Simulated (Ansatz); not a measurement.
# GeAsH₃ (singlet): wave-function methods side by side, cc-pVDZ

The task here is to estimate one member of a computed series from the others.

Method: cc-pVDZ, core rule «outside noble gas», up to 28 orbitals frozen; program: Ansatz 0.2.0, Gaussian basis.

The runs, in order: UHF; CCSD(T) on RHF; CCSD(T) on UHF; BCCD(T) on RHF; CISD; CCSDT(Q) on RHF; CCSDT(Q) on UHF.

18 further runs of the same task are left out: 5 that didn't finish, 13 set aside as unsound or not needed.

### The geometry

The geometry is a PBE0/def2-TZVP stationary point (not a proven minimum). No spin-orbit coupling is included. The filled d shell of Ge, As may be among the frozen orbitals whatever the setting's name suggests; the logs give the count.

5 atoms, charge 0, spin multiplicity 1.

Atoms are counted from 1 here; the program's logs count them from 0.

Bond lengths: Ge1–As2 2.435 Å, Ge1–H3 1.595 Å, As2–H4 1.516 Å, As2–H5 1.517 Å. Angles: As2–Ge1–H3 89.4°, Ge1–As2–H4 98.1°, Ge1–As2–H5 97.7°, H4–As2–H5 96.1°.

The first run:

Contents of in.yaml:

```yaml
crystal:
  periodic: [false, false, false]
  atoms:
    - {symbol: Ge, position_ang: [-0.022102, 0.038653, 1.246543]}
    - {symbol: As, position_ang: [0.046082, -0.019073, -1.187293]}
    - {symbol: H, position_ang: [0.034626, -1.555165, 1.268133]}
    - {symbol: H, position_ang: [-1.065901, -1.026058, -1.407248]}
    - {symbol: H, position_ang: [-0.801201, 1.213287, -1.443306]}
basis:
  gaussian: {orbitals: cc-pVDZ}
magnetization: {spin_polarized: true, initial_magnetization: 0}
hamiltonian: {xc: hf}
output: {orbitals: {seedname: orbitals}}
```

Command:

```console
> ansatz run in.yaml --threads 1 --pin off --events-out ev --progress --plain --max-ram 2393MiB
```

Among the steps run: UHF; CCSD(T) on RHF; CCSD(T) on UHF; BCCD(T) on RHF; CISD; CCSDT(Q) on RHF; CCSDT(Q) on UHF.

One table of the session follows, with a row left open; its other results are not shown here.

```
   method  from RCCSDT(Q) (kJ/mol)
      RHF                   +629.9
      UHF                   +628.7
     RMP2                   +129.3
     CISD                        ?
    RCCSD                    +22.3
 RCCSD(T)                     +4.1
  BCCD(T)                     +4.0
   RCCSDT                     +1.2
RCCSDT(Q)                        0
```

Q: Estimate the row for CISD from the others.

The run gave: from RCCSDT(Q) (kJ/mol): +80.4. In the column «from RCCSDT(Q) (kJ/mol)» it lies between RCCSD (+22.3) and RMP2 (+129.3).

Not comparable, so not listed: CCSD(T) on UHF; CCSDT(Q) on UHF (they don't share determinant, frozen orbitals or solution with the rows shown, or repeat one).

Caveats from the session: Warnings: restricted reference is unstable; spin contamination.
